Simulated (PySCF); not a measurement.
# C6H12OSSi: the cost of one run

Computed with PySCF 2.14.0 and routines of our own; the level stands in each step. Atoms count from 0.

## (1) The starting structure

21 atoms, charge 0, multiplicity 1; geometry from: GFN2-xTB.

## (2) Magnetic properties: GIAO B3LYP/pcSseg-1

Job settings and geometry (Å):

```
{"job": {"kind": "mag", "xc": "B3LYP", "basis": "pcSseg-1", "isotopologues": 0}, "charge": 0, "multiplicity": 1}
C      2.816108     0.016046     1.440762
S      2.673771    -0.371144    -0.336349
Si     0.631560     0.224093    -0.635458
C      0.232130     1.974732    -0.036585
C     -0.243804    -0.491813    -2.142197
C     -0.649947    -1.153204    -0.807801
C     -2.043924    -0.941383    -0.279685
C     -2.040792    -0.542020     1.167909
O     -1.072689    -0.194754     1.785778
H      2.815399     1.093319     1.573280
H      1.993760    -0.437135     1.983230
H      3.762438    -0.396892     1.774046
H      0.980621     2.679487    -0.387585
H      0.210608     2.011899     1.048112
H     -0.736667     2.298450    -0.401515
H     -1.019389     0.089470    -2.621468
H      0.257944    -1.136443    -2.848036
H     -0.324268    -2.182275    -0.711508
H     -2.675426    -1.826226    -0.395938
H     -2.538422    -0.125409    -0.817200
H     -3.037929    -0.571855     1.647738
```

Level: GIAO B3LYP/pcSseg-1 magnetisability, rotational g tensor and spin-rotation constants, non-relativistic, gas phase.

On the command line:

```
$ OMP_NUM_THREADS=1 python excited_run.py task.json out
```

The driver reads the jobs from task.json and runs them one after another.

**Question.** How long does this first job take on 1 thread of Intel Xeon Platinum 8488C, shared host, and how much memory does it need?

About 71 s, with a peak of 1.1 GiB.
